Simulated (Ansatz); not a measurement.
Turn this script for the Ansatz DFT code, driven from Python into the input file that the command-line program reads.

`energy_c3h11gas.py`
```python
# -*- coding: utf-8 -*-
"""Electronic structure of the C3H11GaS molecule."""

import ansatz
import numpy as np

c3h11gas = (
    ansatz.Crystal.molecule()
    .atom("C", [1.6401, 1.2658, 0.7777])
    .atom("Ga", [1.1884, -0.6763, 0.8868])
    .atom("S", [-0.658, -1.0581, -0.2992])
    .atom("C", [-0.4476, -0.4091, -1.9406])
    .atom("C", [-2.0378, -0.2607, 0.4883])
    .atom("H", [2.4596, 1.496, 1.4888])
    .atom("H", [0.7441, 1.8666, 1.0362])
    .atom("H", [1.964, 1.5103, -0.2547])
    .atom("H", [2.4027, -1.5446, 0.2842])
    .atom("H", [0.932, -1.0822, 2.4234])
    .atom("H", [0.4205, -0.9018, -2.4245])
    .atom("H", [-0.2692, 0.6847, -1.8877])
    .atom("H", [-1.3625, -0.6057, -2.5364])
    .atom("H", [-1.8542, 0.8322, 0.542])
    .atom("H", [-2.9598, -0.4521, -0.098])
    .atom("H", [-2.1624, -0.665, 1.5138])
)

calculation = (
    c3h11gas.calculation()
    .basis(gaussian="def2-SVP")  # the orbital basis, by name
    .functional("r2scan0")
    .forces()
)
outcome = calculation.run(threads=1, pin="off")
r = outcome.report

for key in ("converged", "free_energy_ev", "reference_energy_ev", "n_frozen", "n_occupied", "n_virtual"):
    print(f"{key:22s} {r[key]}")

field = r["mean_field"]
print("<S^2> =", round(abs(field["state"]["spin_squared"]), 4), " all-electron relativity setting:", field["relativity"])
print("passes:", field["passes"])
if "symmetry" in field:
    print("occupied orbitals by irrep:", field["symmetry"]["occupied"])

symbols = [site.symbol for site in c3h11gas.cartesian_sites]
forces = np.array(r["forces_ev_ang"])
print("largest force", round(float(np.linalg.norm(forces, axis=1).max()), 4), "eV/A, rms", round(float(np.sqrt((forces ** 2).mean())), 4))

charges = r["charge_distribution"]
print("dipole moment", round(4.803205 * float(np.linalg.norm(charges["dipole_moment_e_ang"])), 3), "D")
print("Mulliken:", [(s, round(q, 3)) for s, q in zip(symbols, charges["mulliken_charges_e"])])
```

Running `python energy_c3h11gas.py` prints:
```text
converged              True
free_energy_ev         -66486.7009643663
reference_energy_ev    -66486.7009643663
n_frozen               0
n_occupied             [38, 38]
n_virtual              [109, 109]
<S^2> = 0.0  all-electron relativity setting: none
passes: {'evaluations': 15, 'products': 11}
occupied orbitals by irrep: [{'A': 38}, {'A': 38}]
largest force 3.3943 eV/A, rms 0.7045
dipole moment 6.745 D
Mulliken: [('C', -0.368), ('Ga', 0.211), ('S', -0.109), ('C', -0.156), ('C', -0.155), ('H', 0.068), ('H', 0.033), ('H', 0.043), ('H', -0.146), ('H', -0.146), ('H', 0.141), ('H', 0.114), ('H', 0.108), ('H', 0.113), ('H', 0.108), ('H', 0.142)]
```

`input.yaml`:
```yaml
crystal:
  periodic: [false, false, false]
  atoms:
    - { symbol: C, position_ang: [1.6401, 1.2658, 0.7777] }
    - { symbol: Ga, position_ang: [1.1884, -0.6763, 0.8868] }
    - { symbol: S, position_ang: [-0.658, -1.0581, -0.2992] }
    - { symbol: C, position_ang: [-0.4476, -0.4091, -1.9406] }
    - { symbol: C, position_ang: [-2.0378, -0.2607, 0.4883] }
    - { symbol: H, position_ang: [2.4596, 1.496, 1.4888] }
    - { symbol: H, position_ang: [0.7441, 1.8666, 1.0362] }
    - { symbol: H, position_ang: [1.964, 1.5103, -0.2547] }
    - { symbol: H, position_ang: [2.4027, -1.5446, 0.2842] }
    - { symbol: H, position_ang: [0.932, -1.0822, 2.4234] }
    - { symbol: H, position_ang: [0.4205, -0.9018, -2.4245] }
    - { symbol: H, position_ang: [-0.2692, 0.6847, -1.8877] }
    - { symbol: H, position_ang: [-1.3625, -0.6057, -2.5364] }
    - { symbol: H, position_ang: [-1.8542, 0.8322, 0.542] }
    - { symbol: H, position_ang: [-2.9598, -0.4521, -0.098] }
    - { symbol: H, position_ang: [-2.1624, -0.665, 1.5138] }
basis:
  gaussian: { orbitals: def2-SVP }
hamiltonian:
  xc: r2scan0
output:
  forces: true
```

Launched from the shell:
```console
$ ansatz run input.yaml --threads 1 --pin off --max-ram 4096MiB --backend cpu --events-out ev --progress --plain --runs-dir out
Engine: ansatz 0.2.0, aarch64-unknown-linux-gnu
Functional definition: r2SCAN0
  parameter a = 0.25
  parameter k0 = 0.174
  parameter k1 = 0.065
  parameter a1 = 4.9479
  exchange = (1 - a)*r2scan_x(k0 = k0, k1 = k1, a1 = a1) + a*exact_x
  correlation = r2scan_c
1494 factors; integrals over basis functions are off by at most 1.4e-3 eV
mean field evaluation 1: about -66478.5858 eV, gradient 5.7e1 eV
mean field evaluation 2: about -66476.5797 eV, gradient 6.2e1 eV
mean field evaluation 4: about -66486.4993 eV, gradient 1.8e0 eV
mean field evaluation 8: about -66486.7009 eV, gradient 1.1e-1 eV
mean field evaluation 16: about -66486.7010 eV, gradient 3.5e-5 eV
mean field -66486.70095387 eV, -2443.3411937504 hartree, gradient 3.5e-5 eV, S^2 0.000000; 0 other end points of the search recorded, 0 dependent functions left out
the calculation of the forces begins
reference -66486.70096437 eV, -2443.3411941359 hartree; 38, 38 occupied and 109, 109 virtual orbitals, 1494 factors
Total energy: -66486.70096437 eV, -2443.3411941359 hartree
Atom 0 at     1.640100     1.265800     0.777700 Å, force    -0.454353     0.017964    -0.382234 eV/Å
Atom 1 at     1.188400    -0.676300     0.886800 Å, force     2.816581     0.508053     1.824826 eV/Å
Atom 2 at    -0.658000    -1.058100    -0.299200 Å, force    -0.805435    -2.087074    -0.357844 eV/Å
Atom 3 at    -0.447600    -0.409100    -1.940600 Å, force    -0.406969     1.081481    -0.600225 eV/Å
Atom 4 at    -2.037800    -0.260700     0.488300 Å, force    -0.658238     1.106080    -0.224346 eV/Å
Atom 5 at     2.459600     1.496000     1.488800 Å, force    -0.365107    -0.075478    -0.314182 eV/Å
Atom 6 at     0.744100     1.866600     1.036200 Å, force     0.474579     0.079149    -0.068294 eV/Å
Atom 7 at     1.964000     1.510300    -0.254700 Å, force    -0.046604     0.168410     0.449858 eV/Å
Atom 8 at     2.402700    -1.544600     0.284200 Å, force    -0.624616    -0.031261    -0.232048 eV/Å
Atom 9 at     0.932000    -1.082200     2.423400 Å, force    -0.477320    -0.098110    -0.482261 eV/Å
Atom 10 at     0.420500    -0.901800    -2.424500 Å, force    -0.397607     0.099510     0.489072 eV/Å
Atom 11 at    -0.269200     0.684700    -1.887700 Å, force     0.007532    -0.451012    -0.177367 eV/Å
Atom 12 at    -1.362500    -0.605700    -2.536400 Å, force     0.436870     0.032185     0.239226 eV/Å
Atom 13 at    -1.854200     0.832200     0.542000 Å, force    -0.196824    -0.431029     0.113212 eV/Å
Atom 14 at    -2.959800    -0.452100    -0.098000 Å, force     0.392343     0.041602     0.295028 eV/Å
Atom 15 at    -2.162400    -0.665000     1.513800 Å, force     0.305168     0.039530    -0.572421 eV/Å
Dipole moment:    -1.154249     0.204356    -0.773345 e Å
```

Notes:
- Total energies depend on the basis set; only differences at equal settings carry meaning.
- The geometry is a force-field or estimated start, not a minimum of this method, and the basis set is short of its limit.
- The whole script took 18 s on 1 thread of Arm Neoverse V2, on a shared host, peak memory 0.48 GiB.

(A comment or docstring line of the script was reworded after the run, the code is as it ran; lines on the test bed's own set-up are left out of the output.)
